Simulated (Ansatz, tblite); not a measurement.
# [ReOF4]-: one state, many levels

An exercise on one series of results from a longer session: the logs are not shown, and one member is left open.

The runs use Ansatz 0.2.0, Gaussian basis; as each input shows.

Levels to be run: GFN1-xTB, GFN2-xTB, PBE-D4/def2-TZVPD, r2SCAN-D4/def2-TZVPD, ωB97X-V/def2-TZVPD, revPBE-D4/def2-TZVPD, BLYP-D4/def2-TZVPD, r2SCANh-D4/def2-TZVPD, B3LYP-D4/def2-TZVPD, PBE-D4/def2-SVPD, PBE0-D4/def2-SVPD, CCSD(T)/def2-SVPD, MP2/def2-TZVPD, RPA/def2-TZVPD.

## The geometry

The singlet was relaxed beforehand with PBE0-D4/def2-SVPD.

6 atoms, charge -1, spin multiplicity 1.

Bond lengths: Re1–O2 1.666 Å, Re1–F3 1.933 Å, Re1–F4 1.933 Å, Re1–F5 1.933 Å, Re1–F6 1.933 Å. Angles: O2–Re1–F3 111.0°, O2–Re1–F4 110.8°, O2–Re1–F5 111.0°, O2–Re1–F6 110.8°, F3–Re1–F4 82.7°, F3–Re1–F5 138.0°, F3–Re1–F6 82.7°, F4–Re1–F5 82.7°, F4–Re1–F6 138.4°, F5–Re1–F6 82.7°.

Coordinates:

```xyz
6
F4ORe
Re    0.00039   -0.00070    0.18240
O     0.00401   -0.00721    1.84822
F     1.80317    0.01349   -0.51490
F    -0.01259    1.80936   -0.49723
F    -1.80539   -0.00950   -0.50717
F     0.01041   -1.80544   -0.51132
```

Formally the metal is d2. Re takes a core potential in the def2 sets. No spin-orbit coupling is included. The ion is computed in the gas phase, without counter-ions or solvent.

PBE0-D4/def2-TZVPD was run before; its log isn't repeated, and its numbers join the tables.

The first run:

Tight binding, by tblite at 300 K electronic temperature and without a spin-polarisation term:

```python
tblite.interface.Calculator('GFN1-xTB', numbers, positions, charge=-1, uhf=0).singlepoint()
```

Tight binding, by tblite at 300 K electronic temperature and without a spin-polarisation term:

```python
tblite.interface.Calculator('GFN2-xTB', numbers, positions, charge=-1, uhf=0).singlepoint()
```

start.molden holds the orbitals of an earlier run on this state, given as this run's starting guess.

Contents of in.yaml:

```yaml
crystal:
  periodic: [false, false, false]
  atoms:
    - {symbol: Re, position_ang: [0.000391, -0.000704, 0.182395]}
    - {symbol: O, position_ang: [0.004013, -0.007207, 1.848217]}
    - {symbol: F, position_ang: [1.803171, 0.013490, -0.514898]}
    - {symbol: F, position_ang: [-0.012594, 1.809362, -0.497228]}
    - {symbol: F, position_ang: [-1.805392, -0.009502, -0.507166]}
    - {symbol: F, position_ang: [0.010412, -1.805438, -0.511321]}
basis:
  gaussian: {orbitals: def2-TZVPD, initial_orbitals: start.molden}
total_charge: -1
hamiltonian: {xc: pbe, dispersion: d4}
scf: {omitted_lower_state_checks: [starts]}
output: {orbitals: {seedname: orbitals}}
```

Started as:

```sh
$ ansatz run in.yaml --threads 4 --pin off --events-out ev --progress --plain --max-ram 3916MiB
```

Steps of the session up to this table: PBE-D4/def2-TZVPD; r2SCAN-D4/def2-TZVPD; ωB97X-V/def2-TZVPD; revPBE-D4/def2-TZVPD; BLYP-D4/def2-TZVPD; r2SCANh-D4/def2-TZVPD; B3LYP-D4/def2-TZVPD; PBE-D4/def2-SVPD; PBE0-D4/def2-SVPD; CCSD(T)/def2-SVPD; MP2/def2-TZVPD; RPA/def2-TZVPD.

One table of the session follows, with a row left open; its other results are not shown here.

```
                level  HOMO (eV)  LUMO (eV)  gap (eV)
     PBE-D4/def2-SVPD       0.88       2.18      1.30
    PBE-D4/def2-TZVPD          ?          ?         ?
 revPBE-D4/def2-TZVPD       1.11       2.43      1.32
   BLYP-D4/def2-TZVPD       1.03       2.39      1.36
 r2SCAN-D4/def2-TZVPD       0.71       2.43      1.72
r2SCANh-D4/def2-TZVPD      -0.01       2.75      2.76
  B3LYP-D4/def2-TZVPD      -0.63       2.90      3.53
    PBE0-D4/def2-SVPD      -1.03       2.99      4.02
   PBE0-D4/def2-TZVPD      -0.84       3.19      4.03
   ωB97X-V/def2-TZVPD      -3.53       4.91      8.44
```

Estimate the missing values for PBE-D4/def2-TZVPD.

**Answer.** HOMO (eV): 1.03; LUMO (eV): 2.34; gap (eV): 1.31.
